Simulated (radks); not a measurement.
# Tc⁹⁺ in [Ar] 3d10 4s2 4p4: an all-electron calculation

One table from this session's results is given with a row withheld; the runs are named, their logs left out.

Program: radks (a radial shooting solver on a logarithmic mesh, Libxc functionals) version 1. Level of theory: Dirac Kohn-Sham, BLYP, spin-unpolarised, spherical densities, point nucleus; open shells are shared between the two j in proportion to 2j + 1. These are calculated values, not measurements, unless marked.

## The atom as given

```
element       : technetium (Z = 43)
charge        : +9
electrons     : 34
configuration : [Ar] 3d10 4s2 4p4
```

The outer shells:

Tc⁹⁺
```
[Ar] core
3d [↑↓][↑↓][↑↓][↑↓][↑↓]
4s [↑↓]
4p [↑↓][↑ ][↑ ]
```

The first run:

Input:

```text
Z 43
configuration [Ar] 3d10 4s2 4p4
relativity Dirac
functional b88,lyp
spin unpolarised
j_filling average
nucleus point
c 137.035999084
```

One table of the session follows, with a row left open; its other results are not shown here.

It belongs to the step «Orbitals and density». Sizes of the orbitals, from the radial functions (bohr):

```
level      <r>  outermost maximum (interpolated)  90 % within  nodes
1s1/2  0.03428                            0.0223       0.0614      0
2s1/2   0.1492                             0.126        0.231      1
2p1/2   0.1270                            0.0981        0.208      0
2p3/2   0.1317                             0.102        0.214      0
3s1/2   0.4141                             0.372        0.611      2
3p1/2   0.4075                             0.359        0.616      1
3p3/2        ?                                 ?            ?      ?
3d3/2   0.3938                             0.308        0.627      0
3d5/2   0.3972                             0.311        0.632      0
4s1/2   0.9839                             0.916         1.41      3
4p1/2    1.034                             0.955         1.49      2
4p3/2    1.054                             0.974         1.52      2
```

Estimate the missing values for 3p3/2.

**Answer.** <r>: 0.4180; outermost maximum (interpolated): 0.368; 90 % within: 0.631; nodes: 1. In the column «<r>» it lies between 3s1/2 (0.4141) and 4s1/2 (0.9839).

Limits of these values: Spin polarisation and multiplet splitting are left out.
